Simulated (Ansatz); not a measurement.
This script makes an equation of state with a fit of ZrH3, space group Pm-3m with the Python package of Ansatz (0.2.0).

Script `eos_zrh3.py`:
```python
"""Bulk modulus of ZrH3 from an E(V) curve."""

import warnings

import ansatz as az
import numpy as np

vectors0 = np.array([
    [3.126, 0.0, 0.0],
    [0.0, 3.126, 0.0],
    [0.0, 0.0, 3.126],
])
sites = [
    ("Zr", (0.0, 0.0, 0.0)),
    ("H", (0.0, 0.5, 0.5)),
    ("H", (0.5, 0.0, 0.5)),
    ("H", (0.5, 0.5, 0.0)),
]


def make_crystal(cell):
    crystal = az.Crystal(lattice=az.Lattice.of(cell))
    for symbol, position in sites:
        crystal = crystal.atom(symbol, position)
    return crystal

warnings.simplefilter("ignore", az.DeckWarning)

# scale the volume, keep shape and fractions
volumes, energies = [], []
for scale in np.linspace(0.9, 1.1, 9):
    cell = vectors0 * scale ** (1 / 3)
    base = (
        make_crystal(cell).calculation()
        .occupations(az.OccupationsMethod.METHFESSEL_PAXTON, width=0.1)
        .functional("r2scan")
        .scf(tolerance=1e-08)
        .basis(500)
        .kpoints(7, 7, 7)
    )
    r = base.run().report
    volumes.append(abs(np.linalg.det(cell)) / len(sites))
    energies.append(r["free_energy_ev"] / len(sites))
    print(f"V = {volumes[-1]:8.4f} A^3/atom  F = {energies[-1]:.5f} eV/atom")

# third-order Birch-Murnaghan: a cubic in V^(-2/3)
x = np.array(volumes) ** (-2 / 3)
poly = np.polynomial.Polynomial.fit(x, energies, 3).convert()
roots = poly.deriv().roots()
x0 = min((r.real for r in roots if abs(r.imag) < 1e-9 and poly.deriv(2)(r.real) > 0), key=lambda r: abs(r - x.mean()))
v0 = x0 ** -1.5
b0 = 4 / 9 * poly.deriv(2)(x0) * v0 ** (-7 / 3) * 160.21766
b1 = 4 + 2 / 3 * x0 * poly.deriv(3)(x0) / poly.deriv(2)(x0)
print(f"V0 = {v0:.4f} A^3/atom, B0 = {b0:.1f} GPa, dB/dP = {b1:.2f}")
```

Where does the minimum lie against the volume typed, and how stiff is the crystal?

A third-order Birch-Murnaghan fit through the 9 points has its minimum at 7.55 Å³ an atom, 1.1 % below the typed cell, with a bulk modulus of 136 GPa and dB/dP = 3.6. From that minimum the energy rises by 29.7 meV an atom on the compressed side and 34.4 meV on the expanded side.

What the script printed:

```console
$ python eos_zrh3.py
V =   6.8730 A^3/atom  F = -1061.01858 eV/atom
V =   7.0640 A^3/atom  F = -1061.03359 eV/atom
V =   7.2549 A^3/atom  F = -1061.04307 eV/atom
V =   7.4458 A^3/atom  F = -1061.04764 eV/atom
V =   7.6367 A^3/atom  F = -1061.04784 eV/atom
V =   7.8276 A^3/atom  F = -1061.04416 eV/atom
V =   8.0186 A^3/atom  F = -1061.03702 eV/atom
V =   8.2095 A^3/atom  F = -1061.02680 eV/atom
V =   8.4004 A^3/atom  F = -1061.01384 eV/atom
V0 = 7.5497 A^3/atom, B0 = 135.8 GPa, dB/dP = 3.63
```

Notes:
- Absolute energies stand on the zero of these potentials, so only differences at equal settings mean something.
- No spin polarisation was allowed.
- The mesh is modest for a metal, so energies can be off by several to tens of meV an atom and pressures by half a GPa or more; differences at equal mesh fare better.
- This cell is a computed structure, which may not be the phase found in nature.
- Cost: of the order of 5 core-seconds.

(Lines on the test bed's own set-up are left out of the output.)
